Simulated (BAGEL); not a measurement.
# CHClFGeN (SMILES N#[C][GeH]([F])[Cl]) at RI-MP2/cc-pVDZ (density fitting with cc-pvqz-jkfit)

What is the energy change on altering one bond length of CHClFGeN at RI-MP2/cc-pVDZ (density fitting with cc-pvqz-jkfit)? 

The results are computed with BAGEL 1.2.2.

8 further runs of the same task are left out: 6 that didn't finish, 2 set aside as unsound or not needed.

## 1. Starting point

CHClFGeN: 6 atoms, total charge 0, spin state singlet. SMILES: `N#[C][GeH]([F])[Cl]`. Geometry: relaxed at PBE0-D4/def2-TZVP.

Bond lengths: N1–C2 1.151 Å, C2–Ge3 1.913 Å, Ge3–F4 1.718 Å, Ge3–Cl5 2.113 Å, Ge3–H6 1.520 Å. Angles: N1–C2–Ge3 178.0°, C2–Ge3–F4 105.5°, C2–Ge3–Cl5 108.2°, F4–Ge3–Cl5 107.8°, C2–Ge3–H6 113.0°, F4–Ge3–H6 109.5°, Cl5–Ge3–H6 112.5°.

## 2. A single-point energy at RI-MP2/cc-pVDZ (density fitting with cc-pvqz-jkfit)

calc.json

```json
{ "bagel" : [

{
  "title" : "molecule",
  "basis" : "cc-pvdz.json",
  "df_basis" : "cc-pvqz-jkfit",
  "angstrom" : "true",
  "geometry" : [
    { "atom" : "N", "xyz" : [      -1.036900,      -2.307000,       0.030700 ] },
    { "atom" : "C", "xyz" : [      -0.544000,      -1.267300,       0.040100 ] },
    { "atom" : "Ge", "xyz" : [       0.237100,       0.477900,       0.107700 ] },
    { "atom" : "F", "xyz" : [       1.896000,       0.253800,      -0.276600 ] },
    { "atom" : "Cl", "xyz" : [      -0.627600,       1.648100,      -1.423900 ] },
    { "atom" : "H", "xyz" : [       0.117300,       1.130400,       1.475800 ] }
  ]
},

{
  "title" : "hf"
},

{
  "title" : "mp2",
  "ncore" : 17
}

]}
```

The basis set cc-pVDZ is read from a file made from the Basis Set Exchange's data (not shown).

Command:

```
$ BAGEL_NUM_THREADS=1 BAGEL calc.json > calc.out
```

What it wrote:

```text
* using 1 threads per process

  ===============================================================
  ===============================================================

  *** Geometry ***

  { "atom" : "N", "xyz" : [     -1.959457,     -4.359598,      0.058015 ] },
  { "atom" : "C", "xyz" : [     -1.028011,     -2.394850,      0.075778 ] },
  { "atom" : "Ge", "xyz" : [      0.448054,      0.903100,      0.203524 ] },
  { "atom" : "F", "xyz" : [      3.582921,      0.479612,     -0.522698 ] },
  { "atom" : "Cl", "xyz" : [     -1.185992,      3.114458,     -2.690781 ] },
  { "atom" : "H", "xyz" : [      0.221665,      2.136146,      2.788858 ] },

  Number of auxiliary basis functions:      735

  Since a DF basis is specified, we compute 2- and 3-index integrals:
    o Being stored without compression. Storage requirement is 0.050 GB

  Number of basis functions:       92
  Number of electrons      :       72

    * METHOD: MOLECULE                             0.45

  *** RHF ***

  === Nuclear Repulsion ===
   429.9881248137

      * DIIS with orbital gradients will be used.

  === RHF iteration (cc-pvdz.json) ===
      0      -2726.94528005          0.01892400           0.15
      1      -2727.06152890          0.01725454           0.13
      2      -2727.25601549          0.00162210           0.14
      3      -2727.25852253          0.00078613           0.14
      4      -2727.25916345          0.00016358           0.16
      5      -2727.25919638          0.00005140           0.13
      6      -2727.25920078          0.00001788           0.19
      7      -2727.25920135          0.00000549           0.17
      8      -2727.25920138          0.00000236           0.15
      9      -2727.25920139          0.00000068           0.14
     10      -2727.25920139          0.00000041           0.14
     11      -2727.25920139          0.00000020           0.14
     12      -2727.25920139          0.00000011           0.14
     13      -2727.25920139          0.00000005           0.14
     14      -2727.25920139          0.00000003           0.14
     15      -2727.25920139          0.00000001           0.14
     16      -2727.25920139          0.00000001           0.14
    * SCF iteration converged.

    * Permanent dipole moment:
           (    0.089180,    -0.986006,    -0.705636) a.u.

    * METHOD: HF                                   2.72

  *** RHF ***

  === Nuclear Repulsion ===
   429.9881248137

      * DIIS with orbital gradients will be used.

  === RHF iteration (cc-pvdz.json) ===
      0      -2727.25920139          0.00000000           0.14
    * SCF iteration converged.

    * Permanent dipole moment:
           (    0.089181,    -0.986005,    -0.705637) a.u.

  === DF-MP2 calculation ===

    * freezing 17 orbitals
    * 3-index integral transformation done
    * assembly done

      MP2 correlation energy:   -0.7038115408      0.07

      MP2 total energy:       -2727.9630129295

    * METHOD: MP2                                  0.35

  ===============================================================
```

It took 3.9 s on 1 thread of Intel Xeon 6975P-C (Granite Rapids), shared host; peak memory 0.21 GiB.

## 3. The distorted shape, same level

calc.json

```json
{ "bagel" : [

{
  "title" : "molecule",
  "basis" : "cc-pvdz.json",
  "df_basis" : "cc-pvqz-jkfit",
  "angstrom" : true,
  "geometry" : [
    { "atom" : "N", "xyz" : [   -2.363995,   -2.127723,    0.338134 ] },
    { "atom" : "C", "xyz" : [   -1.871095,   -1.088023,    0.347534 ] },
    { "atom" : "Ge", "xyz" : [   -1.089995,    0.657177,    0.415134 ] },
    { "atom" : "F", "xyz" : [    1.896000,    0.253800,   -0.276600 ] },
    { "atom" : "Cl", "xyz" : [   -1.954695,    1.827377,   -1.116466 ] },
    { "atom" : "H", "xyz" : [   -1.209795,    1.309677,    1.783234 ] }
  ]
},
{
  "title" : "hf"
},
{
  "title" : "mp2",
  "ncore" : 17
}

]}
```

The basis set cc-pVDZ is read from a file made from the Basis Set Exchange's data (not shown).

Command:

```
$ BAGEL_NUM_THREADS=1 BAGEL calc.json > calc.out
```

What it wrote:

```text
* using 1 threads per process

  ===============================================================
  ===============================================================

  *** Geometry ***

  { "atom" : "N", "xyz" : [     -4.467303,     -4.020814,      0.638981 ] },
  { "atom" : "C", "xyz" : [     -3.535857,     -2.056065,      0.656744 ] },
  { "atom" : "Ge", "xyz" : [     -2.059792,      1.241885,      0.784490 ] },
  { "atom" : "F", "xyz" : [      3.582921,      0.479612,     -0.522698 ] },
  { "atom" : "Cl", "xyz" : [     -3.693838,      3.453242,     -2.109815 ] },
  { "atom" : "H", "xyz" : [     -2.286181,      2.474931,      3.369824 ] },

  Number of auxiliary basis functions:      735

  Since a DF basis is specified, we compute 2- and 3-index integrals:
    o Being stored without compression. Storage requirement is 0.050 GB

  Number of basis functions:       92
  Number of electrons      :       72

    * METHOD: MOLECULE                             0.45

  *** RHF ***

  === Nuclear Repulsion ===
   378.3906705470

      * DIIS with orbital gradients will be used.

  === RHF iteration (cc-pvdz.json) ===
      0      -2726.58542821          0.02040327           0.15
      1      -2725.85155651          0.03316324           0.14
      2      -2727.00537230          0.00502083           0.15
      3      -2727.03680478          0.00213645           0.14
      4      -2727.04234312          0.00049285           0.13
      5      -2727.04288237          0.00015860           0.14
      6      -2727.04296279          0.00007619           0.13
      7      -2727.04298658          0.00004457           0.13
      8      -2727.04299152          0.00002901           0.14
      9      -2727.04299528          0.00001607           0.14
     10      -2727.04299670          0.00001173           0.15
     11      -2727.04299739          0.00000601           0.14
     12      -2727.04299765          0.00000250           0.14
     13      -2727.04299768          0.00000124           0.14
     14      -2727.04299769          0.00000101           0.14
     15      -2727.04299769          0.00000040           0.14
     16      -2727.04299769          0.00000024           0.14
     17      -2727.04299769          0.00000015           0.14
     18      -2727.04299769          0.00000009           0.14
     19      -2727.04299769          0.00000005           0.15
     20      -2727.04299769          0.00000003           0.14
     21      -2727.04299769          0.00000003           0.14
     22      -2727.04299769          0.00000002           0.14
     23      -2727.04299769          0.00000001           0.14
     24      -2727.04299769          0.00000001           0.14
    * SCF iteration converged.

    * Permanent dipole moment:
           (    2.510390,    -1.234816,    -1.083346) a.u.

    * METHOD: HF                                   3.75

  *** RHF ***

  === Nuclear Repulsion ===
   378.3906705470

      * DIIS with orbital gradients will be used.

  === RHF iteration (cc-pvdz.json) ===
      0      -2727.04299769          0.00000000           0.14
    * SCF iteration converged.

    * Permanent dipole moment:
           (    2.510390,    -1.234816,    -1.083345) a.u.

  === DF-MP2 calculation ===

    * freezing 17 orbitals
    * 3-index integral transformation done
    * assembly done

      MP2 correlation energy:   -0.7327963907      0.07

      MP2 total energy:       -2727.7757940789

    * METHOD: MP2                                  0.35

  ===============================================================
```

It took 4.8 s on 1 thread of Intel Xeon 6975P-C (Granite Rapids), shared host; peak memory 0.2 GiB.

## 4. Outcome

Level: RI-MP2/cc-pVDZ (density fitting with cc-pvqz-jkfit), 17 core orbitals frozen.

| quantity | value |
| --- | --- |
| first shape: total energy | -2727.96301 Eh |
| first shape: correlation energy (17 core orbitals frozen) | -703.8 mEh |
| distorted shape: total energy | -2727.77579 Eh |
| distorted shape: correlation energy (17 core orbitals frozen) | -732.8 mEh |
| energy change with the Ge3–F4 bond stretched from 1.718 to 3.092 Å | 5.094 eV |

In words: One bond (distorted shape) is far stretched, which a spin-restricted single reference describes badly; perturbation theory on it can break down and give far too much correlation. With the Ge3–F4 bond stretched from 1.718 to 3.092 Å the energy rises by 5.09 eV (117 kcal/mol). The first shape isn't relaxed at this level, so the change isn't measured from a minimum. A restricted reference can't describe the breaking bond well at this length.
